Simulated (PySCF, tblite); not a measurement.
# C₅H₁₁Si₂ radical: geometry, infrared bands and EPR parameters

What infrared bands and EPR parameters should C₅H₁₁Si₂ radical (`C#C[C]([SiH3])CC[SiH3]`) show?

Programs: tblite 0.8.0 and PySCF 2.14.0, with density-fitted response routines of our own. Each step states its level of theory. These are calculated values for one molecule in the gas phase, unless marked as measured. Atoms are numbered from 0 throughout.

### 1 Starting geometry

18 atoms, charge 0, multiplicity 2; geometry from: force field or distance geometry start.

Bonds of the start (Å): C0–C1 1.21, C1–C2 1.48, C2–Si3 1.90, C2–C4 1.53, C4–C5 1.52, C5–Si6 1.87, C0–H7 1.07, Si3–H8 1.46, Si3–H9 1.47, Si3–H10 1.49, C4–H11 1.10, C4–H12 1.10, C5–H13 1.09, C5–H14 1.10, Si6–H15 1.47, Si6–H16 1.49, Si6–H17 1.47.

### 2 Geometry optimisation with GFN2-xTB

The job: settings as JSON, then the geometry in Å.

```
{"job": {"kind": "relax", "xc": "GFN2-xTB", "basis": "xTB"}, "charge": 0, "multiplicity": 2}
C     -1.621300     1.827400     2.334700
C     -1.099200     1.320700     1.373600
C     -0.408100     0.695700     0.222100
Si    -1.749900     0.079900    -0.971600
C      0.245400    -0.569000     0.777300
C      0.957800    -1.256200    -0.373700
Si     2.226100    -0.043500    -1.017000
H     -2.101600     2.276700     3.177900
H     -1.241800    -0.052800    -2.333500
H     -2.823700     1.085100    -0.898300
H     -2.231300    -1.261000    -0.536100
H      1.006900    -0.246500     1.497400
H     -0.521800    -1.176700     1.275300
H      1.436000    -2.176400    -0.026000
H      0.201200    -1.515100    -1.123800
H      3.594900    -0.584800    -0.952800
H      2.236000     1.125700    -0.092800
H      1.885800     0.476900    -2.344200
```

Run with:

```sh
$ OMP_NUM_THREADS=1 python probes_run.py task.json out
```

One launch serves the whole session: the jobs run in the order shown.

The log of the run:

```text
step      E/eV     max force
  0    -533.39110    3.985
  1    -533.60103    3.740
  2    -533.77884    2.033
  3    -533.88080    0.891
  4    -533.94211    0.793
  5    -533.97810    0.733
  6    -534.03508    0.704
  7    -534.07111    0.550
  8    -534.12612    0.637
  9    -534.17211    0.687
 10    -534.21354    0.462
 11    -534.24521    0.426
 12    -534.27610    0.489
 13    -534.31153    0.565
 14    -534.33808    0.339
 15    -534.35280    0.303
 16    -534.36662    0.339
 17    -534.38201    0.461
 18    -534.39406    0.370
 19    -534.40208    0.186
 20    -534.40705    0.248
 21    -534.41228    0.275
 22    -534.41757    0.179
 23    -534.42147    0.147
 24    -534.42371    0.112
 25    -534.42581    0.129
 26    -534.42742    0.123
 27    -534.42847    0.091
 28    -534.42920    0.072
 29    -534.42990    0.072
 30    -534.43068    0.082
 31    -534.43153    0.084
 32    -534.43241    0.056
 33    -534.43338    0.080
 34    -534.43448    0.096
 35    -534.43567    0.094
 36    -534.43705    0.082
 37    -534.43871    0.093
 38    -534.44049    0.120
 39    -534.44219    0.103
 40    -534.44368    0.092
 41    -534.44501    0.080
 42    -534.44650    0.120
 43    -534.44832    0.123
 44    -534.45022    0.103
 45    -534.45205    0.109
 46    -534.45388    0.105
 47    -534.45566    0.114
 48    -534.45709    0.092
 49    -534.45800    0.079
 50    -534.45863    0.071
 51    -534.45925    0.064
 52    -534.46007    0.066
 53    -534.46090    0.064
 54    -534.46148    0.062
 55    -534.46192    0.050
 56    -534.46226    0.057
 57    -534.46268    0.052
 58    -534.46325    0.055
 59    -534.46389    0.060
 60    -534.46439    0.057
 61    -534.46476    0.062
 62    -534.46515    0.050
 63    -534.46573    0.076
 64    -534.46644    0.076
 65    -534.46703    0.055
 66    -534.46742    0.040
 67    -534.46774    0.046
 68    -534.46816    0.057
 69    -534.46871    0.077
 70    -534.46924    0.068
 71    -534.46960    0.042
 72    -534.46984    0.034
 73    -534.47010    0.080
 74    -534.47054    0.122
 75    -534.47112    0.130
 76    -534.47173    0.091
 77    -534.47231    0.082
 78    -534.47292    0.075
 79    -534.47367    0.142
 80    -534.47463    0.141
 81    -534.47575    0.195
 82    -534.47666    0.078
 83    -534.47754    0.066
 84    -534.47832    0.148
 85    -534.47969    0.196
 86    -534.48123    0.369
 87    -534.48264    0.243
 88    -534.48410    0.066
 89    -534.48492    0.064
 90    -534.48560    0.074
 91    -534.48685    0.221
 92    -534.48975    0.159
 93    -534.49169    0.264
 94    -534.49309    0.075
 95    -534.49412    0.050
 96    -534.49455    0.045
 97    -534.49496    0.091
 98    -534.49544    0.079
 99    -534.49604    0.102
100    -534.49685    0.066
101    -534.49768    0.048
102    -534.49827    0.045
103    -534.49877    0.074
104    -534.49933    0.055
105    -534.50010    0.165
106    -534.50120    0.178
107    -534.50310    0.098
108    -534.50419    0.129
109    -534.50548    0.114
110    -534.50649    0.059
111    -534.50749    0.092
112    -534.50847    0.140
113    -534.50953    0.162
114    -534.51035    0.080
115    -534.51121    0.109
116    -534.51239    0.079
117    -534.51327    0.055
118    -534.51402    0.059
119    -534.51442    0.052
120    -534.51498    0.055
121    -534.51561    0.064
122    -534.51653    0.083
123    -534.51745    0.053
124    -534.51819    0.058
125    -534.51860    0.036
126    -534.51886    0.033
127    -534.51905    0.033
128    -534.51927    0.042
129    -534.51956    0.045
130    -534.51994    0.043
131    -534.52036    0.037
132    -534.52075    0.040
133    -534.52103    0.057
134    -534.52127    0.044
135    -534.52153    0.031
136    -534.52179    0.042
137    -534.52208    0.046
138    -534.52253    0.048
139    -534.52294    0.047
140    -534.52332    0.051
141    -534.52371    0.049
142    -534.52422    0.064
143    -534.52494    0.076
144    -534.52576    0.050
145    -534.52634    0.065
146    -534.52667    0.045
147    -534.52701    0.046
148    -534.52736    0.046
149    -534.52788    0.047
150    -534.52862    0.078
151    -534.52960    0.087
152    -534.53036    0.062
153    -534.53101    0.038
154    -534.53130    0.030
155    -534.53148    0.030
156    -534.53166    0.030
157    -534.53187    0.031
158    -534.53209    0.027
159    -534.53225    0.026
160    -534.53239    0.021
161    -534.53248    0.019
162    -534.53254    0.020
163    -534.53260    0.018
164    -534.53267    0.020
165    -534.53274    0.018
166    -534.53281    0.019
167    -534.53288    0.022
168    -534.53297    0.023
169    -534.53310    0.029
170    -534.53327    0.030
171    -534.53343    0.021
172    -534.53355    0.018
173    -534.53362    0.018
174    -534.53369    0.027
175    -534.53376    0.028
176    -534.53383    0.023
177    -534.53385    0.015
178    -534.53388    0.010
```

Wall time 1.2 s (1 thread of Arm Neoverse V2, shared host).

Along the way: (not every step is listed)

| step | energy from step 0 (eV) | largest force (eV/Å) |
| --- | --- | --- |
| 0 | 0.0000 | 3.9848 |
| 1 | -0.2099 | 3.7400 |
| 2 | -0.3877 | 2.0332 |
| 3 | -0.4897 | 0.8910 |
| 4 | -0.5510 | 0.7929 |
| 5 | -0.5870 | 0.7328 |
| 6 | -0.6440 | 0.7036 |
| 7 | -0.6800 | 0.5501 |
| 8 | -0.7350 | 0.6367 |
| 24 | -1.0326 | 0.1123 |
| 40 | -1.0526 | 0.0920 |
| 56 | -1.0712 | 0.0571 |
| 72 | -1.0787 | 0.0335 |
| 88 | -1.0930 | 0.0661 |
| 104 | -1.1082 | 0.0549 |
| 120 | -1.1239 | 0.0547 |
| 136 | -1.1307 | 0.0420 |
| 152 | -1.1393 | 0.0624 |
| 168 | -1.1419 | 0.0234 |
| 173 | -1.1425 | 0.0177 |
| 174 | -1.1426 | 0.0269 |
| 175 | -1.1427 | 0.0279 |
| 176 | -1.1427 | 0.0226 |
| 177 | -1.1427 | 0.0147 |
| 178 | -1.1428 | 0.0097 |

Close pairs (by a distance rule), those that changed most:

| bond | before (Å) | after (Å) | change (Å) |
| --- | --- | --- | --- |
| C1–C2 | 1.481 | 1.367 | -0.114 |
| C2–C4 | 1.528 | 1.493 | -0.035 |
| C5–Si6 | 1.869 | 1.902 | +0.033 |
| C2–Si3 | 1.899 | 1.869 | -0.030 |
| Si6–H16 | 1.490 | 1.464 | -0.026 |
| Si3–H10 | 1.490 | 1.468 | -0.022 |
| C0–H7 | 1.069 | 1.049 | -0.021 |
| C4–C5 | 1.518 | 1.535 | +0.017 |

The next job starts from the end point, and lists it.

### 3 Infrared spectrum with GFN2-xTB

The job: settings as JSON, then the geometry in Å.

```
{"job": {"kind": "ir", "xc": "GFN2-xTB", "basis": "xTB"}, "charge": 0, "multiplicity": 2}
C     -0.932028     2.323618     1.727083
C     -0.926985     1.274058     1.113892
C     -0.938372     0.090099     0.430875
Si    -2.082332    -0.144460    -1.028148
C      0.019915    -0.981708     0.834555
C      1.089090    -1.225498    -0.239790
Si     2.176859     0.298844    -0.574267
H     -0.936970     3.232535     2.250008
H     -1.438249     0.260833    -2.286838
H     -3.287896     0.659114    -0.823590
H     -2.418274    -1.570874    -1.114314
H      0.506782    -0.719932     1.778295
H     -0.537052    -1.914115     0.985847
H      1.712429    -2.064183     0.078582
H      0.594684    -1.535465    -1.162624
H      3.237532    -0.095470    -1.505700
H      2.773535     0.744948     0.686015
H      1.378574     1.373973    -1.161535
```

The log of the run:

```text
mode    cm-1     km/mol
  1      31.5      0.09
  2      57.2      0.03
  3      80.8      0.15
  4     105.7      0.03
  5     131.5      0.03
  6     164.2      0.39
  7     206.5      1.42
  8     272.6      0.07
  9     323.2      1.00
 10     414.2      2.06
 11     423.5      0.44
 12     503.6     39.88
 13     515.7     54.07
 14     540.8     69.41
 15     546.7     64.37
 16     566.9     12.69
 17     590.1     48.98
 18     647.6      6.56
 19     702.6     12.37
 20     768.9    230.98
 21     773.5     45.31
 22     785.2    220.33
 23     786.9    307.51
 24     801.8    125.29
 25     802.5    236.31
 26     805.7    396.68
 27     928.5      1.80
 28    1025.0     18.63
 29    1077.8     27.80
 30    1143.5      4.38
 31    1193.6      5.02
 32    1266.6      6.24
 33    1296.5      3.45
 34    1320.2      2.52
 35    1470.9      1.17
 36    1482.4      1.67
 37    2111.8      9.16
 38    2187.3    330.30
 39    2221.3    251.86
 40    2249.7    372.54
 41    2262.1    374.88
 42    2264.1    220.88
 43    2278.3    250.95
 44    2904.9     41.24
 45    2953.7      8.59
 46    2962.8     87.98
 47    2975.4     40.23
 48    3390.5      4.16
```

Run time: 0.62 s. Hardware: 1 thread of Arm Neoverse V2, shared host.

Which atoms move in the most intense modes:

| cm⁻¹ | km/mol | atoms |
| --- | --- | --- |
| 787 | 307.5 | H17 29 %, H15 23 %, H16 19 % |
| 802 | 236.3 | H8 36 %, H10 20 %, H9 10 % |
| 806 | 396.7 | H8 27 %, H9 27 %, H10 14 % |
| 2187 | 330.3 | H8 92 % |
| 2221 | 251.9 | H10 93 % |
| 2250 | 372.5 | H15 96 % |
| 2262 | 374.9 | H9 57 %, H16 39 % |
| 2278 | 250.9 | H17 96 % |

### 4 g tensor and hyperfine couplings: B3LYP/pcH-1

The job, as its differences from that of step 3:

```diff
@@ -1,2 +1,2 @@
-{"job": {"kind": "ir", "xc": "GFN2-xTB", "basis": "xTB"}, "charge": 0, "multiplicity": 2}
+{"job": {"kind": "epr", "basis": "pcH-1"}, "charge": 0, "multiplicity": 2}
 C     -0.932028     2.323618     1.727083
```

Level: UKS B3LYP, pcH-1 on C H Si, non-relativistic, mean-field spin-orbit, GIAO.

The log of the run:

```text
UKS, coarse grid
  cycle   1  E = -776.01232062  |g| = 3.31e-01
  cycle   2  E = -776.00109916  |g| = 3.48e-01
  cycle   3  E = -776.06274649  |g| = 6.73e-02
  cycle   4  E = -776.06384702  |g| = 5.07e-02
  cycle   5  E = -776.06513067  |g| = 1.51e-02
  cycle   6  E = -776.06526601  |g| = 4.85e-03
  cycle   7  E = -776.06529182  |g| = 1.92e-03
  cycle   8  E = -776.06529883  |g| = 8.70e-04
UKS, final grid
  cycle   1  E = -776.06527199  |g| = 9.93e-04
  cycle   2  E = -776.06527157  |g| = 1.48e-03
  cycle   3  E = -776.06527273  |g| = 2.95e-04
  cycle   4  E = -776.06527279  |g| = 1.84e-04
  cycle   5  E = -776.06527285  |g| = 1.06e-04
  cycle   6  E = -776.06527286  |g| = 1.53e-05
  cycle   7  E = -776.06527286  |g| = 3.62e-06
E = -776.06527286 Eh   <S^2> = 0.7668 (exact 0.7500)
g shifts (ppm)      1          2          3
  rmc          -137       -137       -137
  gc             -5         22         30
  oz_so          21        572       1137
  total        -122        456       1030
hyperfine (MHz)  atom isotope    a_iso     a_fc   dipolar eigenvalues
    0   13C      41.76      41.81    -42.23    -32.26     74.49
    1   13C     -60.18     -60.21    -19.84     -1.31     21.16
    2   13C      63.91      63.99    -57.68    -56.45    114.13
    3  29Si      36.90      36.95     -1.90     -0.68      2.58
    4   13C     -23.92     -23.93     -1.77      0.27      1.50
    5   13C      50.08      50.09     -3.51     -3.42      6.93
    6  29Si       1.98       1.98     -0.43     -0.10      0.53
    7    1H     -39.68     -39.69    -18.89     -1.57     20.46
    8    1H      54.02      54.02     -2.33     -1.27      3.61
    9    1H      13.36      13.36     -2.16     -1.86      4.01
   10    1H      11.44      11.44     -2.26     -2.00      4.26
   11    1H       3.12       3.12     -2.83     -2.67      5.50
   12    1H      59.51      59.51     -3.78     -2.92      6.70
   13    1H       8.12       8.12     -2.30     -1.31      3.61
   14    1H      -2.04      -2.04     -3.37     -1.70      5.08
   15    1H      -0.89      -0.89     -0.75     -0.51      1.25
   16    1H       0.34       0.34     -1.25     -0.66      1.90
   17    1H       1.80       1.80     -2.20     -1.58      3.79
```

Run time: 2.3 min. Hardware: 1 thread of Arm Neoverse V2, shared host; peak memory 0.98 GiB.

Principal g values 2.00220, 2.00278, 2.00335; g(iso) = 2.00277, against 2.00232 for a free electron.

Mean a(iso) over the nuclei that a row names, and the largest dipolar term of the row (other rows stand at the frozen geometry):

| nuclei | isotope | a(iso) (MHz) | a(iso) (G, at g = 2.0023) | largest dipolar term (MHz) |
| --- | --- | --- | --- | --- |
| C2 | 13C | 63.9 | 22.8 | 114.1 |
| C1 | 13C | -60.2 | -21.5 | 21.2 |
| C5 | 13C | 50.1 | 17.9 | 6.9 |
| C0 | 13C | 41.8 | 14.9 | 74.5 |
| H7 | 1H | -39.7 | -14.2 | 20.5 |
| Si3 | 29Si | 36.9 | 13.2 | 2.6 |
| H11, H12 | 1H | 31.3 | 11.2 | 6.7 |
| H8, H9, H10 | 1H | 26.3 | 9.4 | 4.3 |
| C4 | 13C | -23.9 | -8.5 | -1.8 |
| H13, H14 | 1H | 3.0 | 1.1 | 5.1 |
| Si6 | 29Si | 2.0 | 0.7 | 0.5 |
| H15, H16, H17 | 1H | 0.4 | 0.1 | 3.8 |

Mulliken spin populations:

C0 0.52; C1 -0.25; C2 0.74; Si3 -0.03; C4 -0.06; C5 0.03; Si6 0.00; H7 -0.02; H8 0.03; H9 0.01; H10 0.01; H11 0.00; H12 0.02; H13 0.01; H14 0.00; H15 0.00; H16 0.00; H17 0.00

In first order the couplings over 0.8 MHz of 1H give 72 distinct lines over 66.8 G, if the averaged nuclei exchange fast.

Orbitals, density, ELF and potential are computed afterwards from the orbital file.

ELF in a plane through or near 8 of the atoms.

Ten even steps from ' ' (0.00) to '@' (1.00):
```
                                                        
                                                        
                                  ..--==..              
                                ::%%@@@@%%::            
              ..::..        ..::++@@@@@@@@==            
          ::%%@@@@@@%%      --****==++%%##--            
          ++@@@@@@@@@@::    ==##%%::--****==..          
          ::%%@@@@@@%%::    --**--..##%%**--..          
            ::**##++--..    --##**--++++::              
            ....--**%%++....++++++##==..                
              ..**%%++**==::++++++@@##::::++##**..      
              ..==++--++++....++%%**::--##@@@@%%==      
              ..::**@@@@%%..  ..--::..::++##%%**::      
                  ++@@@@%%    ++@@@@@@@@--..            
                  ..==++..    %%@@@@@@@@**              
                              ##@@@@@@@@==              
                              ..==**++--                
                                                        
                                                        
                                                        
```
The map spans 11.7 Å across and 12.1 Å up, centred on the molecule. Atoms in the plane (x, y in Å): C0 (1.8, 2.4), C1 (1.4, 1.3), C2 (1.0, 0.0), C5 (-1.4, -0.7), H7 (2.1, 3.4), H10 (1.7, -2.6), H14 (-1.2, -1.6), H16 (-2.3, 1.8).

log10 of the density (e/Å³) in the same plane.

Ten even steps from ' ' (-4.0) to '@' (0.9):
```
                                                        
                                                        
                              ..::------::..            
              ......      ..::--==++++++==--::          
          ..::::::::::::..::--==**##%%##**==--..        
        ::--====++++==------++**##%%%%%%**++--::        
      ..::==++**##**++==--==++**%%@@@@%%**++==::..      
      ::--==++######**++==++**##%%@@%%##**==--::        
    ..::--==++**####**++++++**##%%%%##**++==--::        
    ..::--==++****####******##%%%%%%##++====--::..      
    ..::--==++**##%%%%%%######%%%%%%##**++++==--::..    
      ..::--==++**%%@@%%##****########******++==--::    
        ..::--++**##%%%%##++++****####******++==--..    
          ..::--==++****++====++##%%%%##++====--::..    
            ..::----======--==++**%%##**++==--::..      
                  ........::--==++++++==--::..          
                          ....::--------::..            
                              ..........                
                                                        
                                                        
```
The map spans 11.7 Å across and 12.1 Å up, centred on the molecule. Atoms in the plane (x, y in Å): C0 (1.8, 2.4), C1 (1.4, 1.3), C2 (1.0, 0.0), C5 (-1.4, -0.7), H7 (2.1, 3.4), H10 (1.7, -2.6), H14 (-1.2, -1.6), H16 (-2.3, 1.8).

On the surface of density 0.002 e/bohr³ the electrostatic potential runs, from the 1st to the 99th percentile, from -0.60 V near C0 to 1.39 V near H7.

The spin density lies nearest to C2 43 %; C0 29 %; C1 10 % (beta excess).

### 5 What came out

| quantity | value |
| --- | --- |
| strongest single infrared mode (GFN2-xTB) | 806 cm⁻¹, 397 km/mol |
| zero-point energy (GFN2-xTB) | 79.1 kcal/mol |
| g(iso) (B3LYP) | 2.00277 |
| ⟨S²⟩ | 0.767 (exact 0.75) |
| largest a(iso) (averaged by class) | 13C on C2, 63.9 MHz |
| surface potential, 1st and 99th percentile | -0.60 V and 1.39 V |

**Reading.** Relaxing lowered the energy by 1.143 eV in 178 steps; the close pair that moved most is C1–C2, from 1.481 to 1.367 Å. All 48 modes are real, so the xTB geometry is a minimum. GFN2-xTB is a fitted tight-binding method: band positions and strengths are rough. Its intensities can rank the bands wrongly. The largest spin populations lie on C2 (0.74 e), C0 (0.52 e). The isotropic g lies 0.5 ppt above the free-electron value.
